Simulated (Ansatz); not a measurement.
CH4AlFS, SMILES [CH3][Al]([F])[SH], a short molecular-dynamics run

With the Ansatz DFT code, driven from Python.

Input file `ch4alfs.xyz`:
```text
8

C    -0.13780    1.23420   -0.10240
Al    0.56670   -0.56480   -0.15150
F     2.30920   -0.81060    0.03890
S    -0.72780   -2.33190   -0.44340
H    -1.28380    1.22140   -0.27020
H     0.04260    1.76900    0.86080
H     0.28960    1.88150   -0.92800
H    -0.96650   -2.45590    0.94000
```

Typed at the interpreter:
```pycon
>>> import ansatz as az
>>> import numpy as np
>>> system = az.Crystal.molecule_from_extxyz("ch4alfs.xyz")
>>> setup = (
...     system.calculation()
...     .basis(gaussian="def2-SVP")
...     .functional("b3lyp", dispersion="d3bj")
...     .md("nve", timestep=0.5, steps=20, temperature=800, initial_velocities="maxwell_boltzmann", seed=7)
... )
>>> frames = []
>>> setup.session().plan().execute(on_event=lambda e: frames.append(e["data"]) if e["event"] == "md_step" else None)
<ansatz.RunOutcome object at 0x...>
>>> print("t (fs)   E_pot (eV)      E_kin (eV)   T (K)   d(0-1) (A)")
t (fs)   E_pot (eV)      E_kin (eV)   T (K)   d(0-1) (A)
>>> for f in frames[::2]:
...     xyz = np.array(f["positions_ang"])
...     print(f"{f['time_fs']:6.2f} {f['lagrangian_ev']:14.5f} {f['e_kin_ev']:10.5f} {f['temperature_k']:8.1f} {np.linalg.norm(xyz[0] - xyz[1]):9.4f}")
...
  0.00   -21247.45666    0.62045    800.0    1.9326
  1.00   -21247.49112    0.65419    843.5    1.9346
  2.00   -21247.45233    0.61616    794.5    1.9378
  3.00   -21247.38617    0.55158    711.2    1.9418
  4.00   -21247.37756    0.54291    700.0    1.9460
  5.00   -21247.42641    0.59052    761.4    1.9502
  6.00   -21247.46670    0.63030    812.7    1.9543
  7.00   -21247.46409    0.62790    809.6    1.9586
  8.00   -21247.42898    0.59337    765.1    1.9635
  9.00   -21247.39469    0.55963    721.6    1.9691
 10.00   -21247.39341    0.55846    720.1    1.9756
>>> kept = np.array([f["conserved_ev"] for f in frames])
>>> print(f"conserved energy moves by at most {1000 * np.ptp(kept):.3f} meV")
conserved energy moves by at most 2.580 meV
>>> symbols = [site.symbol for site in system.cartesian_sites]
>>> with open("last_frame.xyz", "w") as handle:
...     handle.write(f"{len(symbols)}\nt = {frames[-1]['time_fs']} fs\n")
...     handle.writelines("{:2s} {:10.5f} {:10.5f} {:10.5f}\n".format(s, *xyz) for s, xyz in zip(symbols, frames[-1]["positions_ang"]))
...
14
```

It writes `last_frame.xyz`:
```text
8
t = 10.0 fs
C    -0.09768    1.29258   -0.10163
Al    0.56025   -0.56989   -0.13906
F     2.25338   -0.80704    0.00837
S    -0.69668   -2.37558   -0.43811
H    -1.21416    1.31499   -0.36933
H     0.00178    1.62209    0.95449
H     0.40076    2.12981   -0.71797
H    -1.34955   -1.88807    0.80039
```

Caveats:
- Total energies depend on the basis set; only differences at equal settings carry meaning.
- The trajectory is only some femtoseconds long, so its temperature is not equilibrated; where the script doesn't relax first, it starts from a rough generated geometry.
- b3lyp holds the VWN-RPA fit, as in Gaussian; the form of ORCA and Turbomole is b3lyp5.
- The temperature counts the internal degrees of freedom alone.
- Hardware and time: 50 s on 1 thread of Intel(R) Xeon(R) Platinum 8488C (Sapphire Rapids) (shared host), peak memory 0.24 GiB.

(Lines on the test bed's own set-up are left out of the output.)
